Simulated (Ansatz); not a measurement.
# Hf2Cl: the cost of one run

Program: Ansatz 0.2.0. Level of theory: DFT PBE, scalar-relativistic, plane waves, PAW. These are calculated values, not measurements.

## (1) The system as given

Symmetry: Fd-3m, No. 227, cubic system. Conventional cell: a = 8.912 Å, b = 8.912 Å, c = 8.912 Å, α = 90.00°, β = 90.00°, γ = 90.00°. Hf (site symmetry -3m) is surrounded by 6 Hf at 3.15 Å and 6 Cl at 3.69 Å. Around Cl (site symmetry -43m) lie 12 Hf at 3.69 Å.

Coordinates:

```cif
data_structure
_symmetry_space_group_name_H-M 'Fd-3m:1'
_symmetry_Int_Tables_number 227
_cell_length_a 8.9125
_cell_length_b 8.9125
_cell_length_c 8.9125
_cell_angle_alpha 90.000
_cell_angle_beta 90.000
_cell_angle_gamma 90.000
_cell_volume 707.94
loop_
_atom_site_label
_atom_site_type_symbol
_atom_site_symmetry_multiplicity
_atom_site_Wyckoff_symbol
_atom_site_fract_x
_atom_site_fract_y
_atom_site_fract_z
_atom_site_occupancy
Hf1 Hf 16 d 0.12500 0.62500 0.12500 1
Cl1 Cl 8 a 0.50000 0.00000 0.50000 1
```

Recipe of the guess: species swapped into a database cell of NdMg2 (Fd-3m, No. 227), with Cl on the Nd sites and Hf on the Mg sites. Lengths come from tabulated atomic sizes and are only a guess.

## (2) Probe: one point on a coarse mesh

Input file input.yaml:

```yaml
crystal:
  lattice:
    - [0.0, 4.45624398, 4.45624398]
    - [4.45624398, 0.0, 4.45624398]
    - [4.45624398, 4.45624398, 0.0]
  atoms:
    - { symbol: Hf, position: [0.125, 0.125, 0.125] }
    - { symbol: Hf, position: [0.625, 0.125, 0.125] }
    - { symbol: Hf, position: [0.125, 0.125, 0.625] }
    - { symbol: Hf, position: [0.125, 0.625, 0.125] }
    - { symbol: Cl, position: [0.5, 0.5, 0.5] }
    - { symbol: Cl, position: [0.75, 0.75, 0.75] }
basis:
  ecutwfc: 420
kpoints:
  mp_grid: { grid: [4, 4, 4] }
hamiltonian:
  xc: pbe
scf:
  occupations: { method: gaussian, width: 0.1 }
  lower_state_search: "off"
output:
  forces: true
  stress: true
  eigenvalues: true
```

The run is started by

```sh
> ansatz run input.yaml --threads 1 --pin off --max-ram 2048MiB --backend cpu --events-out ev --progress --plain --runs-dir out
```

Q: Estimate wall time and peak memory on 1 thread of Arm Neoverse V1, shared host.

About 7.4 s, with a peak of 0.45 GiB.
